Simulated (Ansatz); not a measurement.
C2H3FSn, SMILES F[C]1=[CH][SnH2]1, a rigid scan of one bond length

Run with the Ansatz DFT code, driven from Python.

Contents of `c2h3fsn.xyz`:
```text
7

F     0.94820   -1.53420    1.83440
C     0.45050   -0.76110    0.76840
C     0.36330   -0.63810   -0.67500
Sn   -0.49890    0.90410    0.21890
H     0.68040   -1.08100   -1.63140
H    -2.23530    0.72680   -0.29750
H     0.35300    2.31560   -0.26350
```

Script `c2h3fsn.py`:
```python
# -*- coding: utf-8 -*-
'''Potential curve of C2H3FSn along one bond.'''

from dataclasses import dataclass

import ansatz as az
import numpy as np


@dataclass(frozen=True)
class Options:
    basis: str = 'def2-SVP'
    method: str = 'mp2'


settings = Options()

molecule = az.Crystal.molecule_from_extxyz('c2h3fsn.xyz')

symbols = [site.symbol for site in molecule.cartesian_sites]
start = np.array([site.position_ang for site in molecule.cartesian_sites])
axis = (start[6] - start[3]) / np.linalg.norm(start[6] - start[3])
moving = [6]
lengths, energies = [1.512, 1.58, 1.649, 1.718, 1.786, 1.855, 1.924, 2.027], []
for length in lengths:
    xyz = start.copy()
    xyz[moving] += (length - np.linalg.norm(start[6] - start[3])) * axis
    point = az.Crystal.molecule()
    for symbol, xyz in zip(symbols, xyz):
        point = point.atom(symbol, xyz.tolist())
    base = (
        point.calculation()
        .basis(gaussian=settings.basis)  # atom-centred Gaussian functions
        .correlation(settings.method)  # correlation on top of the mean field
    )
    summary = base.run().report
    energies.append(summary['free_energy_ev'])
    print(f'r = {length:6.3f} A  E = {energies[-1]:.5f} eV  <S^2> = {abs(summary["mean_field"]["state"]["spin_squared"]):.3f}')

# quartic fit about the minimum
fit = np.polynomial.Polynomial.fit(lengths, np.array(energies) - min(energies), 4).convert()
roots = [r.real for r in fit.deriv().roots() if abs(r.imag) < 1e-9 and fit.deriv(2)(r.real) > 0]
r_e = min(roots, key=lambda r: abs(r - lengths[int(np.argmin(energies))]))
print(f'minimum of the fit at {r_e:.4f} A, force constant {fit.deriv(2)(r_e):.2f} eV/A^2')
```

```console
$ python c2h3fsn.py
r =  1.512 A  E = -10625.36844 eV  <S^2> = 0.000
r =  1.580 A  E = -10625.57733 eV  <S^2> = 0.000
r =  1.649 A  E = -10625.68049 eV  <S^2> = 0.000
r =  1.718 A  E = -10625.69966 eV  <S^2> = 0.000
r =  1.786 A  E = -10625.65584 eV  <S^2> = 0.000
r =  1.855 A  E = -10625.56328 eV  <S^2> = 0.000
r =  1.924 A  E = -10625.43468 eV  <S^2> = 0.000
r =  2.027 A  E = -10625.19656 eV  <S^2> = 0.000
minimum of the fit at 1.7012 A, force constant 14.43 eV/A^2
```

What to keep in mind:
- Total energies depend on the basis set; only differences at equal settings carry meaning.
- The rest of the molecule is held rigid at a force-field or estimated start geometry, and the basis set is modest; single-reference methods fail as a bond breaks.
- def2 sets replace the cores of elements past krypton by effective core potentials.
- The orbitals are restricted, so S² is zero by construction.
- S² is that of the Hartree-Fock reference.
- Wall time of the script: 8.8 s on 1 thread of Arm Neoverse V2 (shared host), peak memory 0.23 GiB.

(A comment or docstring line of the script was reworded after the run, the code is as it ran; lines on the test bed's own set-up are left out of the output.)
